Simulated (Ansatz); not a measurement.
# HMoO: the cost of one run

Program: Ansatz 0.2.0, Gaussian basis. Level of theory: def2-QZVPP, core rule «outside noble gas», up to 5 orbitals frozen. These are calculated values, not measurements.

To be run: UHF; ROHF; CCSD(T) on UHF.

2 further runs of the same task are left out: 2 set aside as unsound or not needed. Runs told in other sessions of the task aren't counted.

## (1) What is computed

The geometry is a PBE0/def2-TZVP stationary point (not a proven minimum) of the parent state, kept for this charge and spin. No spin-orbit coupling is included. Elements past krypton take def2 core potentials.

3 atoms, charge 0, spin multiplicity 4.

Atoms are counted from 1 here; the program's logs count them from 0.

Bond lengths: Mo1–O2 1.645 Å, Mo1–H3 1.722 Å. Angles: O2–Mo1–H3 112.1°.

## (2) UHF

Contents of in.yaml:

```yaml
crystal:
  periodic: [false, false, false]
  atoms:
    - {symbol: Mo, position_ang: [0.000000, -0.033589, 0.225249]}
    - {symbol: O, position_ang: [0.000000, 0.106921, -1.414198]}
    - {symbol: H, position_ang: [0.000000, 1.499931, 1.007894]}
basis:
  gaussian: {orbitals: "def2-QZVPP.json"}
magnetization: {spin_polarized: true, initial_magnetization: 3}
hamiltonian: {xc: hf}
output: {orbitals: {seedname: orbitals}}
```

Run with:

```bash
> ansatz run in.yaml --threads 1 --pin off --events-out ev --progress --plain --max-ram 4096MiB --backend cpu
```

**Question.** How long does this run take on 1 thread of AMD EPYC 7R13, shared host, and how much memory does it need?

About 15 s, with a peak of 0.36 GiB.
